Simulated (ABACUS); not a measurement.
# HPbNO4 (P1) in ABACUS: further runs

The runs below take HPbNO4 through band structure, equation of state, with PBE.

All numbers are computed with ABACUS 3.10.1; they aren't measurements. Logs are shortened: lines on timing, memory, paths and dates and some standing lists are left out, and cuts for length are marked.

## (1) Starting point

The typed cell holds 7 atoms: a = 4.204 Å, b = 4.339 Å, c = 6.729 Å, α = 71.95°, β = 72.29°, γ = 62.23°.

The cell was built by a generator and needn't be a form met in nature.

## (2) Band structure, PBE, spin-orbit coupling, no magnetisation

INPUT reads:

```
INPUT_PARAMETERS
suffix              HPbNO4
calculation         nscf
basis_type          lcao
pseudo_dir          ./
orbital_dir         ./
symmetry            -1
dft_functional      pbe
ecutwfc             100.0
pseudo_rcut         7
nspin               4
nbands              76
ks_solver           genelpa
smearing_method     fd
smearing_sigma      0.00367493
scf_thr             1e-07
scf_nmax            100
mixing_type         broyden
mixing_beta         0.4
noncolin            0
lspinorb            1
init_chg            file
out_band            1
```

STRU reads:

```
ATOMIC_SPECIES
H 1.0080 H.upf
Pb 207.2000 Pb.upf
N 14.0070 N.upf
O 15.9990 O.upf

NUMERICAL_ORBITAL
H_confined-atom_6au_2s1p.orb
Pb_confined-atom_8au_3s3p2d.orb
N_confined-atom_6au_2s2p1d.orb
O_confined-atom_6au_2s2p1d.orb

LATTICE_CONSTANT
1.8897261246

LATTICE_VECTORS
4.1992300000 0.1111700000 0.1681700000
1.9160000000 3.8913200000 0.1256800000
1.7608500000 1.2525900000 6.3726600000

ATOMIC_POSITIONS
Direct

H
0.0
1
0.8914500000 0.6820200000 0.6279600000 1 1 1

Pb
0.0
1
0.1442600000 0.9287200000 0.8835200000 1 1 1

N
0.0
1
0.2567000000 0.2886100000 0.3017100000 1 1 1

O
0.0
4
0.8310800000 0.6505600000 0.7840500000 1 1 1
0.3869400000 0.2238000000 0.1129500000 1 1 1
0.3110400000 0.0357600000 0.4585600000 1 1 1
0.0772600000 0.6063300000 0.3227500000 1 1 1
```

KPT reads:

```
K_POINTS
11
Line
0.00000000 0.00000000 0.50000000 6 // X
0.00000000 0.00000000 0.00000000 6 // G
0.50000000 0.00000000 0.00000000 1 // Y
0.50000000 0.00000000 0.50000000 6 // L
0.00000000 0.00000000 0.00000000 6 // G
0.00000000 0.50000000 0.00000000 1 // Z
0.00000000 0.50000000 0.50000000 6 // N
0.00000000 0.00000000 0.00000000 6 // G
0.50000000 0.50000000 0.00000000 1 // M
0.50000000 0.50000000 0.50000000 6 // R
0.00000000 0.00000000 0.00000000 1 // G
```

Potentials or basis: PseudoDojo NC FR 0.4 PBE stringent, DZP LCAO (the cutoffs set its grid).

Command:

```console
$ OMP_NUM_THREADS=1 mpirun -np 4 abacus > log
```

running log:

```text
ABACUS v3.10.1

               Atomic-orbital Based Ab-initio Computation at UStc

 ------------------------------------------------------------------------------------

 READING GENERAL INFORMATION
                           global_out_dir = OUT.HPbNO4/
                           global_in_card = INPUT
                               pseudo_dir = ./
                              orbital_dir = ./
                                    DSIZE = 4
                                    GSIZE = 1

 READING UNITCELL INFORMATION
                                    ntype = 4
                  lattice constant (Bohr) = 1.88973
              lattice constant (Angstrom) = 1

 READING ATOM TYPE 1
                               atom label = H
                      L=0, number of zeta = 2
                      L=1, number of zeta = 1
             number of atom for this type = 1
               magnetization of element 1 = [ 0, 0, 0 ]

 READING ATOM TYPE 2
                               atom label = Pb
                      L=0, number of zeta = 3
                      L=1, number of zeta = 3
                      L=2, number of zeta = 2
             number of atom for this type = 1
               magnetization of element 2 = [ 0, 0, 0 ]

 READING ATOM TYPE 3
                               atom label = N
                      L=0, number of zeta = 2
                      L=1, number of zeta = 2
                      L=2, number of zeta = 1
             number of atom for this type = 1
               magnetization of element 3 = [ 0, 0, 0 ]

 READING ATOM TYPE 4
                               atom label = O
                      L=0, number of zeta = 2
                      L=1, number of zeta = 2
                      L=2, number of zeta = 1
             number of atom for this type = 4
               magnetization of element 4 = [ 0, 0, 0 ]

                        TOTAL ATOM NUMBER = 7
DIRECT COORDINATES
    atom                   x                   y                   z     mag                  vx                  vy                  vz
taud_H1            0.8914500000        0.6820200000        0.6279600000  0.0000        0.0000000000        0.0000000000        0.0000000000
taud_Pb1            0.1442600000        0.9287200000        0.8835200000  0.0000        0.0000000000        0.0000000000        0.0000000000
taud_N1            0.2567000000        0.2886100000        0.3017100000  0.0000        0.0000000000        0.0000000000        0.0000000000
taud_O1            0.8310800000        0.6505600000        0.7840500000  0.0000        0.0000000000        0.0000000000        0.0000000000
taud_O2            0.3869400000        0.2238000000        0.1129500000  0.0000        0.0000000000        0.0000000000        0.0000000000
taud_O3            0.3110400000        0.0357600000        0.4585600000  0.0000        0.0000000000        0.0000000000        0.0000000000
taud_O4            0.0772600000        0.6063300000        0.3227500000  0.0000        0.0000000000        0.0000000000        0.0000000000

                          Volume (Bohr^3) = 684.215
                             Volume (A^3) = 101.39

 Lattice vectors: (Cartesian coordinate: in unit of a_0)
             +4.19923            +0.11117            +0.16817
               +1.916            +3.89132            +0.12568
             +1.76085            +1.25259            +6.37266
 Reciprocal vectors: (Cartesian coordinate: in unit of 2 pi/a_0)
            +0.243028           -0.118243          -0.0439102
[... 168 lines left out ...]
       minimum distributed K point number = 46

[... K-POINTS CARTESIAN COORDINATES: 46 rows ...]

[... K-POINTS DIRECT COORDINATES: 46 rows ...]

 SETUP PLANE WAVES FOR WAVE FUNCTIONS
     energy cutoff for wavefunc (unit:Ry) = 100
              fft grid for wave functions = [ 54, 54, 81 ]
                    number of plane waves = 13299
                         number of sticks = 505

 PARALLEL PW FOR WAVE FUNCTIONS
     PROC   COLUMNS(POT)             PW
        1            126           3325
        2            127           3324
        3            126           3325
        4            126           3325
 --------------- sum -------------------
        4            505          13299

 SET NONLOCAL PSEUDOPOTENTIAL PROJECTORS
 SET NONLOCAL PSEUDOPOTENTIAL PROJECTORS
 SET NONLOCAL PSEUDOPOTENTIAL PROJECTORS
 SET NONLOCAL PSEUDOPOTENTIAL PROJECTORS
 max number of nonlocal projetors among all species is 10

 -------------------------------------------
 NONSELF-CONSISTENT
 -------------------------------------------

 SETUP SEARCHING RADIUS FOR PROGRAM TO SEARCH ADJACENT ATOMS
                  longest orb rcut (Bohr) = 8
   longest nonlocal projector rcut (Bohr) = 1.54
                     search radius (Bohr) = 19.1
              searching radius is (Bohr)) = 19.1
         searching radius unit is (Bohr)) = 1.89
                         PeriodicBoundary = 1
                        Radius(unit:lat0) = 10.1
                                   glayer = [ 4, 4, 3 ]
                             glayer_minus = [ 3, 3, 2 ]

Find the coordinate range of the input atom(unit:lat0).
                                  min_tau = [ -19.8, -13.8, -12.8 ]
                                  max_tau = [ 28, 19.2, 19.4 ]
                                BoxNumber = [ 7, 7, 5 ]

 SETUP EXTENDED REAL SPACE GRID FOR GRID INTEGRATION
                          real space grid = [ 54, 54, 81 ]
                 big cell numbers in grid = [ 18, 18, 27 ]
             meshcell numbers in big cell = [ 3, 3, 3 ]
                        extended fft grid = [ 21, 21, 19 ]
                dimension of extened grid = [ 61, 61, 66 ]
                            UnitCellTotal = 75
              Atom number in sub-FFT-grid = 7
    Local orbitals number in sub-FFT-grid = 184
                                ParaV.nnr = 128512
                                 init_chg = file
 try to read charge from file
 Read in the charge density: OUT.HPbNO4//HPbNO4-CHARGE-DENSITY.restart

 LCAO ALGORITHM --------------- ION=   1  ELEC=   1--------------------------------
[... levels at 46 k points of this process ...]

total magnetism (Bohr mag/cell)	1.77340e-14	1.40318e-15	2.05691e-14
       absolute magnetism (Bohr mag/cell) = 1.38184e-13

 Density error is 0.00000000000
----------------------------------------------------------
     Energy           Rydberg                 eV
----------------------------------------------------------
 E_KohnSham     -573.6387410259      -7804.7554714984
 E_KS(sigma->0) -573.6387410259      -7804.7554714984
 E_Harris       -573.6387410259      -7804.7554714984
 E_band         -73.0973639742       -994.5406588294
 E_one_elec     -375.6837093839      -5111.4390933972
 E_Hartree      197.0086558658       2680.4402750961
 E_xc           -107.8694406815      -1467.6390333411
 E_Ewald        -287.0942468263      -3906.1176198563
 E_entropy(-TS) -0.0000000000        -0.0000000000
 E_descf        0.0000000000         0.0000000000
 E_exx          0.0000000000         0.0000000000
 E_Fermi        0.4079767341         5.5508082354
----------------------------------------------------------

 charge density convergence is achieved
 final etot is -7804.7554715 eV
 EFERMI = 5.5508082354 eV

 STATE ENERGY(eV) AND OCCUPATIONS    NSPIN == 4
 1/46 kpoint (Cartesian) = -0.0031583 -0.0010136 0.079532 (2877 pws)
       1       -134.202      0.0217391
       2       -134.202      0.0217391
       3       -91.3355      0.0217391
       4       -91.3355      0.0217391
       5       -69.9929      0.0217391
       6       -69.9929      0.0217391
[... 458 lines left out ...]
      75        17.6356        0.00000
      76        17.6514        0.00000

[... levels at 40 further k points ...]

 --------------------------------------------
 !FINAL_ETOT_IS -7804.755471498420 eV
 --------------------------------------------

 Output bands in file: OUT.HPbNO4/BANDS_1.dat
```

Run time: 3.2 s. Hardware: 4 MPI ranks of Intel Xeon 6975P-C (Granite Rapids), shared host; peak memory 0.72 GiB.

Results:

| Quantity | Value |
| --- | --- |
| Band gap along the path | 2.99 eV, direct |

Levels at the corners of the path, in eV from the Fermi level:
| point | band 48 | band 49 | band 50 | band 51 | band 52 | band 53 | band 54 | band 55 | band 56 | band 57 |
| --- | --- | --- | --- | --- | --- | --- | --- | --- | --- | --- |
| X | -2.82 | -2.61 | -2.61 | -2.17 | -2.17 | 2.04 | 2.04 | 2.33 | 2.33 | 4.02 |
| Γ | -2.91 | -2.68 | -2.68 | -1.99 | -1.99 | 2.22 | 2.22 | 2.55 | 2.55 | 4.21 |
| Y | -2.79 | -1.97 | -1.97 | -1.54 | -1.54 | 1.75 | 1.75 | 2.85 | 2.85 | 4.22 |
| L | -2.94 | -1.83 | -1.83 | -1.60 | -1.60 | 1.89 | 1.89 | 2.47 | 2.47 | 4.06 |
| Γ | -2.91 | -2.68 | -2.68 | -1.99 | -1.99 | 2.22 | 2.22 | 2.55 | 2.55 | 4.21 |
| Z | -2.71 | -1.92 | -1.92 | -1.39 | -1.39 | 1.60 | 1.60 | 2.44 | 2.44 | 3.98 |
| N | -2.73 | -1.71 | -1.71 | -1.51 | -1.51 | 1.62 | 1.62 | 2.29 | 2.29 | 4.27 |
| Γ | -2.91 | -2.68 | -2.68 | -1.99 | -1.99 | 2.22 | 2.22 | 2.55 | 2.55 | 4.21 |
| M | -2.96 | -1.87 | -1.87 | -1.64 | -1.64 | 1.86 | 1.86 | 2.49 | 2.49 | 4.14 |
| R | -2.85 | -2.04 | -2.04 | -1.55 | -1.55 | 1.68 | 1.68 | 2.91 | 2.91 | 4.29 |
| Γ | -2.91 | -2.68 | -2.68 | -1.99 | -1.99 | 2.22 | 2.22 | 2.55 | 2.55 | 4.21 |

Caveat: the atomic orbitals were generated for these runs and aren't a published set; the density is read from an earlier self-consistent run, whose mesh may be coarse; the basis of atomic orbitals isn't converged, which shifts pressures, moduli and gaps.

(Continued in part 2 of 2.)
